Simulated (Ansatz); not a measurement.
# RbGa3Te2: the cost of one run

Computed with Ansatz 0.2.0 (DFT PBE, scalar-relativistic, plane waves, PAW, unless a step's input says otherwise).

**1. The system as given**

The structure is hexagonal, space group P6/mmm (No. 191). Conventional cell: a = 4.875 Å, b = 4.875 Å, c = 9.292 Å, α = 90.00°, β = 90.00°, γ = 120.00°. Rb (site symmetry 6/mmm) is surrounded by 6 Ga at 2.81 Å. Ga (site symmetry -6m2) has 3 Rb at 2.81 Å and 3 Ga at 2.81 Å as nearest neighbours. Ga (site symmetry 6/mmm) has 6 Te at 2.81 Å as nearest neighbours. Te (site symmetry -6m2) has 3 Ga at 2.81 Å and 3 Te at 2.81 Å as nearest neighbours.

Coordinates:

```cif
data_structure
_symmetry_space_group_name_H-M 'P6/mmm'
_symmetry_Int_Tables_number 191
_cell_length_a 4.8749
_cell_length_b 4.8749
_cell_length_c 9.2918
_cell_angle_alpha 90.000
_cell_angle_beta 90.000
_cell_angle_gamma 120.000
_cell_volume 191.23
loop_
_atom_site_label
_atom_site_type_symbol
_atom_site_symmetry_multiplicity
_atom_site_Wyckoff_symbol
_atom_site_fract_x
_atom_site_fract_y
_atom_site_fract_z
_atom_site_occupancy
Rb1 Rb 1 b 0.00000 0.00000 0.50000 1
Ga1 Ga 2 d 0.33333 0.66667 0.50000 1
Ga2 Ga 1 a 0.00000 0.00000 0.00000 1
Te1 Te 2 c 0.33333 0.66667 0.00000 1
```

A structure generator made this guess: random cell by space group and Wyckoff sites (P6/mmm, No. 191). The dimensions are guesses.

**2. A first look at the guess**

input.yaml

```yaml
crystal:
  lattice:
    - [4.87492138, 0.0, 0.0]
    - [-2.43746069, 4.22180576, 0.0]
    - [0.0, 0.0, 9.29179541]
  atoms:
    - { symbol: Rb, position: [0.0, 0.0, 0.5] }
    - { symbol: Ga, position: [0.33333333, 0.66666667, 0.5] }
    - { symbol: Ga, position: [0.66666667, 0.33333333, 0.5] }
    - { symbol: Ga, position: [0.0, 0.0, 0.0] }
    - { symbol: Te, position: [0.33333333, 0.66666667, 0.0] }
    - { symbol: Te, position: [0.66666667, 0.33333333, 0.0] }
basis:
  ecutwfc: 420
kpoints:
  mp_grid: { grid: [6, 6, 2] }
hamiltonian:
  xc: pbe
scf:
  occupations: { method: gaussian, width: 0.1 }
  lower_state_search: "off"
output:
  forces: true
  stress: true
  eigenvalues: true
```

Launch:

```bash
ansatz run input.yaml --threads 1 --pin off --max-ram 2560MiB --backend cpu --events-out ev --progress --plain --runs-dir out
```

**Question.** How long does this run take on 1 thread of Intel Xeon 6975P-C (Granite Rapids), shared host, and how much memory does it need?

About 6.5 s, with a peak of 0.55 GiB.
